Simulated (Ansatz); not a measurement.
# P: the cost of one run

Method: DFT r2SCAN, scalar-relativistic, plane waves, PAW, in Ansatz 0.2.0.

3 further runs of the same task are left out: 3 set aside as unsound or not needed.

**1. The structure to begin with**

The structure is cubic, space group Pm-3m (No. 221). The conventional cell has a = 2.437 Å, b = 2.437 Å, c = 2.437 Å, α = 90.00°, β = 90.00°, γ = 90.00°. Around P (site symmetry m-3m) lie 6 P at 2.44 Å.

Coordinates:

```cif
data_structure
_symmetry_space_group_name_H-M 'Pm-3m'
_symmetry_Int_Tables_number 221
_cell_length_a 2.4373
_cell_length_b 2.4373
_cell_length_c 2.4373
_cell_angle_alpha 90.000
_cell_angle_beta 90.000
_cell_angle_gamma 90.000
_cell_volume 14.48
loop_
_atom_site_label
_atom_site_type_symbol
_atom_site_symmetry_multiplicity
_atom_site_Wyckoff_symbol
_atom_site_fract_x
_atom_site_fract_y
_atom_site_fract_z
_atom_site_occupancy
P1 P 1 a 0.00000 0.00000 0.00000 1
```

It is the result of an earlier relaxation at this level (volume 14.48 Å³/atom; gap on the mesh: none (metal)).

**2. Bands, states and charges**

The input, input.yaml:

```yaml
crystal:
  lattice:
    - [2.4373467016, 0.0, 0.0]
    - [0.0, 2.4373467016, 0.0]
    - [0.0, 0.0, 2.4373467016]
  atoms:
    - { symbol: P, position: [0.0, 0.0, 0.0] }
basis:
  ecutwfc: 500
kpoints:
  mp_grid: { grid: [18, 18, 18] }
  band_path:
    path:
      - [[0.0, 0.0, 0.0], [0.0, 0.5, 0.0], [0.5, 0.5, 0.0], [0.0, 0.0, 0.0], [0.5, 0.5, 0.5], [0.0, 0.5, 0.0]]
      - [[0.5, 0.5, 0.5], [0.5, 0.5, 0.0]]
    npoints: 14
hamiltonian:
  xc: r2scan
scf:
  occupations: { method: gaussian, width: 0.1 }
  n_extra_bands: 6
output:
  forces: true
  stress: true
  eigenvalues: true
  populations: true
  dos: { projected: true, de: 0.02, nscf_kmesh: { grid: [27, 27, 27] } }
  bader: true
  write_density: true
  write_potential: true
  elf: true
  volumetric_format: npy
```

Started as:

```bash
$ ansatz run input.yaml --threads 1 --pin off --max-ram 2560MiB --backend cpu --events-out ev --progress --plain --runs-dir out
```

Q: Estimate wall time and peak memory on 1 thread of Intel Xeon Platinum 8259CL at 2.50GHz (Skylake/Cascade Lake), shared host.

About 15 s, with a peak of 0.4 GiB.
